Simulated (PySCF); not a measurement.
**CeC: bond curves at several levels of theory**

One job finds the state of CeC, follows it along the bond with each method and fits the curves.

Method: Ce x2c-SVPall, C x2c-SVPall, spin-free X2C with a Gaussian nucleus; program: PySCF 2.14.0.

## (1) The job

A driver script around PySCF takes these settings:

```yaml
atoms: Ce, C
charge: 0
basis: Ce x2c-SVPall, C x2c-SVPall
Hamiltonian: spin-free X2C with a Gaussian nucleus
basis_functions: 99
electrons_treated: 64
masses_in_u: 139.9054, 12.0000
levels: PBE0, PBE, r²SCAN, BHandHLYP, PW91, CAM-B3LYP, HF, MP2, SCS-MP2
grid: 80 radial by 434 angular points
occupations: held fixed by the projection of orbital angular momentum
dissociation_limit: Ce + C, each in its ground configuration
starting_distance_in_angstrom: 2.033
values_of_2S_to_try: 0, 2, 4
```

Run with:

```
$ OMP_NUM_THREADS=2 python dia.py task.json out
```

Further steps of the session: First curve: PBE0; Other states along the same grid; PBE (GGA); r²SCAN; BHandHLYP (global hybrid GGA); PW91; CAM-B3LYP; UHF.

Q: Predict the outcome of this session. Wanted: for each run, Re; ωe; De; μ.

The runs gave:

Lowest PBE0 solution found, without spin–orbit coupling: triplet, unpaired electrons σ ↑, φ ↑, about 1.2 electrons in the 4f shell (Mulliken). State 2 has its PBE0 minimum 0.11 eV higher, as a spin-mixed determinant (⟨S²⟩ = 1.02), so this is no gap between pure states. State 3 has its PBE0 minimum 0.54 eV higher. The other levels ran on the lowest alone.

| level | Re (Å) | ωe (cm⁻¹) | De (eV) | μ (D) |
| --- | --- | --- | --- | --- |
| PBE | 1.878 | 797 | 5.85 | -6.47 |
| PW91 | 1.879 | 796 | 5.84 | -6.51 |
| r²SCAN | 1.877 | 811 | 5.26 | -6.87 |
| PBE0 | 1.873 | 826 | 5.11 | -7.12 |
| BHandHLYP | 1.889 | 813 | 3.96 | -7.68 |
| CAM-B3LYP | 1.868 | 839 | 4.73 | -7.57 |

De is counted to Ce + C in their ground configurations. A positive dipole means Ce(−)C(+). No constants: UHF (the points don't follow one smooth fit); UHF-MP2 (the points don't follow one smooth fit); UHF-SCS-MP2 (the points don't follow one smooth fit).

What this shows: Bond lengths run from 1.868 Å (CAM-B3LYP) to 1.889 Å (BHandHLYP). Among the levels with a De in the table, it runs from 3.96 eV (BHandHLYP) to 5.85 eV (PBE).

Correlated steps freeze 19 core orbitals. Spin–orbit coupling is left out, which matters for elements this heavy, above all for dissociation energies. The state is the lowest single determinant that the PBE0 search found; with open d or f shells the true ground state can be another one. At some levels the lowest empty orbital lies below the highest filled one (the two can be of opposite spin). With spin–orbit coupling the term label itself may not hold.
